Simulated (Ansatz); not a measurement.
What does this script print? It uses Ansatz 0.2.0 through its Python package.

The script reads `tcb_p6_3_mmc.vasp`:
```text
TcB
1.0
   2.87543193    0.00000000    0.00000000
  -1.43771597    2.49019710    0.00000000
   0.00000000    0.00000000    5.94585700
Tc B
2 2
Direct
   0.00000000    0.00000000    0.00000000
   0.00000000    0.00000000    0.50000000
   0.66666667    0.33333333    0.75000000
   0.33333333    0.66666667    0.25000000
```

The script reads `tcb_p_6m2.extxyz`:
```text
2
Lattice="2.88038871 0.0 0.0 -1.44019435 2.4944898 0.0 0.0 0.0 2.945552" Properties=species:S:1:pos:R:3 pbc="T T T"
Tc    0.00000000    0.00000000    0.00000000
B    -0.00000001    1.66299321    1.47277600
```

`polymorphs_tcb.py`:
```python
"""Relative energies of TcB phases, at the given cells."""

import warnings

import ansatz as az
from ase.io import read
import numpy as np
import spglib


def ground_state(name, crystal):
    calc = crystal.calculation()
    calc = calc.functional(az.Functional.R2SCAN).basis(19 * az.Ha)
    calc = calc.kpoints(spacing=0.3)
    calc = calc.occupations("cold", width=0.05)
    calc = calc.stress()
    calc = calc.band_table()
    return calc.run(threads=1, backend="cpu")


def volume_per_atom(outcome):
    return abs(np.linalg.det(outcome.lattice.cell_ang)) / len(outcome.lattice.sites)


def space_group(outcome):
    sites = outcome.report["lattice"]["sites"]
    kinds = sorted({site["symbol"] for site in sites})
    cell = (outcome.lattice.cell_ang, [site["position_frac"] for site in sites], [kinds.index(site["symbol"]) for site in sites])
    return spglib.get_spacegroup(cell, symprec=0.01)


def pressure_gpa(outcome):
    return float(np.trace(outcome.report["stress_gpa"]) / 3)

warnings.simplefilter("ignore", az.DeckWarning)

phases = {}
atoms = read("tcb_p6_3_mmc.vasp", format="vasp")
p6_3_mmc = az.Crystal.from_ase(atoms)
phases["P6_3/mmc"] = p6_3_mmc
p_6m2 = az.Crystal.from_extxyz("tcb_p_6m2.extxyz")
phases["P-6m2"] = p_6m2

done = {name: ground_state(name, crystal) for name, crystal in phases.items()}

energy = {name: o.report["energy_sigma0_ev"] / len(o.lattice.sites) for name, o in done.items()}
lowest = min(energy.values())
rows = [(name, len(o.lattice.sites), 1000 * (energy[name] - lowest), volume_per_atom(o), space_group(o), pressure_gpa(o)) for name, o in done.items()]
rows.sort(key=lambda row: row[2])
print("     phase       atoms  dE (meV/atom)  V (A^3/atom)  space group     P (GPa)")
for row in rows:
    print(f"{str(row[0]):>10}  {row[1]:10d}  {row[2]:13.1f}  {row[3]:12.3f}  {str(row[4]):>11}  {row[5]:10.2f}")
```

```console
$ python polymorphs_tcb.py
     phase       atoms  dE (meV/atom)  V (A^3/atom)  space group     P (GPa)
     P-6m2           2            0.0        10.582  P-6m2 (187)       -5.32
  P6_3/mmc           4           68.7        10.644  P6_3/mmc (194)       -4.37
```

By space group at the end of each run: P-6m2 (+0 meV an atom, 10.6 Å³) and P6_3/mmc (+69 meV an atom, 10.6 Å³).

Notes:
- For the metals among these phases the mesh is modest: differences between phases can be off by up to 40 meV an atom.
- Pressure is positive in compression.
- The cells come from databases of deposited and of computed structures, and not all need be stable phases.
- The ranking holds among these structures alone, at zero temperature; the ground state may be another structure. Differences under about 40 meV an atom lie within the error of mesh and functional.
- It ran for 12 s on 1 thread of Arm Neoverse V1, with other jobs on the host, peak memory 0.56 GiB.

(Lines on the test bed's own set-up are left out of the output.)
